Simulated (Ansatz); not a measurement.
Run this with the Ansatz DFT code, driven from Python and show what comes out.

Script `bfh2o_dimer.py`:
```python
from dataclasses import dataclass

import ansatz as az


@dataclass(frozen=True)
class Settings:
    basis: str = "def2-SVPD"
    xc: str = "HF"


settings = Settings()

FIRST = [
    ("O", (-1.0276, -0.3565, -0.0043)),
    ("B", (0.3523, -0.096, 0.1638)),
    ("F", (1.2467, -0.4449, -0.9023)),
    ("H", (-1.3351, 0.5433, -0.4163)),
    ("H", (0.7635, 0.3543, 1.1592)),
]
SECOND = [
    ("O", (-0.4485, 2.0594, -2.7952)),
    ("B", (-1.7328, 2.6044, -2.5632)),
    ("F", (-2.3262, 3.4121, -3.5898)),
    ("H", (-0.709, 1.1486, -3.2154)),
    ("H", (-2.2836, 2.4376, -1.5476)),
]

def energy(atoms, ghosts=()):
    molecule = az.Crystal.molecule()
    for symbol, xyz in atoms:
        molecule = molecule.atom(symbol, xyz)
    calc = (
        molecule.calculation()
        .basis(gaussian=settings.basis)
        .functional(settings.xc)
    )
    deck = calc.input()
    if ghosts:
        deck = deck.set(az.key.basis.gaussian.ghost_atoms, [{"symbol": s, "position_ang": list(xyz)} for s, xyz in ghosts])
    return az.Session.from_dict(deck).plan().execute().report["free_energy_ev"]

both = energy(FIRST + SECOND)
alone = energy(FIRST) + energy(SECOND)
ghosted = energy(FIRST, SECOND) + energy(SECOND, FIRST)
print(f"dimer {both:.6f} eV")
print(f"interaction, uncorrected   {96.485332 * (both - alone):8.3f} kJ/mol")
print(f"interaction, counterpoise  {96.485332 * (both - ghosted):8.3f} kJ/mol")
print(f"basis-set superposition    {96.485332 * (alone - ghosted):8.3f} kJ/mol")
```

```console
$ python bfh2o_dimer.py
dimer -10888.853443 eV
interaction, uncorrected     -2.814 kJ/mol
interaction, counterpoise    -0.876 kJ/mol
basis-set superposition       1.938 kJ/mol
```

Uncorrected it is -2.814 kJ/mol, with the counterpoise correction -0.876 kJ/mol; the difference, 1.94 kJ/mol, is the superposition error.

Reading the output:
- These settings explore the input space; basis and method may be short of convergence.
- The dimer is a generated trial pose of unrelaxed monomers, not a minimum, so the figure is no binding energy, and the basis set is small.
- Hartree-Fock leaves correlation out, so bond, atomisation and ionisation energies come out well too low.
- This level lacks the dispersion part of the attraction (electrostatics and induction are there), which can decide the sign where the interaction is weak.
- Wall time of the script: 3.6 s on 1 thread of Arm Neoverse V2 (shared host), peak memory 0.33 GiB.
